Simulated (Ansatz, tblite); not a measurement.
# SbMe3 (C₃H₉Sb): a ladder of methods and basis sets

Aim: run the singlet of SbMe3 (C₃H₉Sb) at one geometry on many levels, and compare frontier levels, spin and run time.

Program: Ansatz 0.2.0, Gaussian basis. Level of theory: as each input shows. These are calculated values, not measurements.

Levels to be run: GFN1-xTB, GFN2-xTB, PBE-D4/def2-TZVP, r2SCAN-D4/def2-TZVP, ωB97X-V/def2-TZVP, BLYP-D4/def2-TZVP, ωB97M-V/def2-TZVP, PBE-D4/def2-SVP, PBE0-D4/def2-SVP, CCSD(T)/def2-SVP, MP2/def2-TZVP.

1 further run of the same task is left out (set aside as unsound or not needed).

## (1) The structure

The singlet was relaxed beforehand with PBE-D4/def2-SVP.

13 atoms, charge 0, spin multiplicity 1.

Bond lengths: C1–Sb4 2.196 Å, C1–H5 1.108 Å, C1–H6 1.108 Å, C1–H7 1.108 Å, C2–Sb4 2.196 Å, C2–H8 1.108 Å, C2–H9 1.108 Å, C2–H10 1.108 Å, C3–Sb4 2.196 Å, C3–H11 1.108 Å, C3–H12 1.107 Å, C3–H13 1.108 Å. Angles: Sb4–C1–H5 109.7°, Sb4–C1–H6 110.0°, Sb4–C1–H7 109.6°, H5–C1–H6 109.4°, H5–C1–H7 108.6°, H6–C1–H7 109.4°, Sb4–C2–H8 110.0°, Sb4–C2–H9 109.7°, Sb4–C2–H10 109.7°, H8–C2–H9 109.4°, H8–C2–H10 109.4°, H9–C2–H10 108.6°, Sb4–C3–H11 109.6°, Sb4–C3–H12 109.7°, Sb4–C3–H13 110.0°, H11–C3–H12 108.7°, H11–C3–H13 109.4°, H12–C3–H13 109.4° and more.

Sb takes a core potential in the def2 sets. No spin-orbit coupling is included.

PBE0-D4/def2-TZVP was run before; its log isn't repeated, and its numbers join the tables.

## (2) GFN1-xTB

Tight binding, by tblite at 300 K electronic temperature and without a spin-polarisation term:

```python
tblite.interface.Calculator('GFN1-xTB', numbers, positions, charge=0, uhf=0).singlepoint()
```

Energy -372.3658 eV, HOMO -11.11 eV, LUMO -5.22 eV; 0.008 s.

## (3) GFN2-xTB

Tight binding, by tblite at 300 K electronic temperature and without a spin-polarisation term:

```python
tblite.interface.Calculator('GFN2-xTB', numbers, positions, charge=0, uhf=0).singlepoint()
```

Energy -358.8920 eV, HOMO -9.87 eV, LUMO -4.91 eV; 0.004 s.

## (4) PBE-D4/def2-TZVP

start.molden holds the orbitals of an earlier run on this state, given as this run's starting guess.

in.yaml reads:

```yaml
crystal:
  periodic: [false, false, false]
  atoms:
    - {symbol: C, position_ang: [1.853823, -0.009238, 0.039047]}
    - {symbol: C, position_ang: [-0.918917, 1.608786, 0.048040]}
    - {symbol: C, position_ang: [-0.933987, -1.599235, 0.050799]}
    - {symbol: Sb, position_ang: [0.005365, 0.001401, 1.223936]}
    - {symbol: H, position_ang: [2.467236, 0.876453, 0.295642]}
    - {symbol: H, position_ang: [1.611094, 0.011457, -1.041721]}
    - {symbol: H, position_ang: [2.437367, -0.922416, 0.267633]}
    - {symbol: H, position_ang: [-0.810795, 1.397182, -1.034058]}
    - {symbol: H, position_ang: [-0.429032, 2.573343, 0.285167]}
    - {symbol: H, position_ang: [-1.994112, 1.685700, 0.302318]}
    - {symbol: H, position_ang: [-2.015654, -1.645996, 0.284208]}
    - {symbol: H, position_ang: [-0.473193, -2.572231, 0.310593]}
    - {symbol: H, position_ang: [-0.799196, -1.405215, -1.031604]}
basis:
  gaussian: {orbitals: def2-TZVP, initial_orbitals: start.molden}
hamiltonian: {xc: pbe, dispersion: d4}
scf: {omitted_lower_state_checks: [starts]}
output: {forces: true, orbitals: {seedname: orbitals}}
```

Launch:

```sh
> ansatz run in.yaml --threads 2 --pin off --events-out ev --progress --plain --max-ram 4352MiB
```

After this run come: r2SCAN-D4/def2-TZVP; ωB97X-V/def2-TZVP; BLYP-D4/def2-TZVP; ωB97M-V/def2-TZVP; PBE-D4/def2-SVP; PBE0-D4/def2-SVP; CCSD(T)/def2-SVP; MP2/def2-TZVP.

Q: Predict the results of all the runs planned. Wanted: gap in def2-TZVP, named functionals, smallest and largest; correlation energy, CCSD(T)/def2-SVP; correlation energy, MP2/def2-TZVP; binding an atom, CCSD(T)/def2-SVP; PBE0 total energy, smallest basis above largest.

The runs gave:

| quantity | value |
| --- | --- |
| gap in def2-TZVP, named functionals, smallest and largest | 4.87 eV (BLYP-D4), 10.60 eV (ωB97X-V) |
| correlation energy, CCSD(T)/def2-SVP | -17.61 eV |
| correlation energy, MP2/def2-TZVP | -23.89 eV |
| binding an atom, CCSD(T)/def2-SVP | 3.449 eV |
| PBE0 total energy, smallest basis above largest | 3.86 eV (def2-SVP, def2-TZVP) |

In words: Orbital gaps of the named functionals in def2-TZVP span 4.87 eV (BLYP-D4) to 10.60 eV (ωB97X-V); exact exchange widens it. The functionals in def2-TZVP miss CCSD(T)/def2-SVP by +0.190 (ωB97M-V) to +0.246 eV (PBE-D4) an atom. The yardstick is in a double-zeta basis, so levels in larger sets aren't compared like for like. CCSD(T)/def2-SVP isn't at the basis-set limit; small misses against it rank nothing.
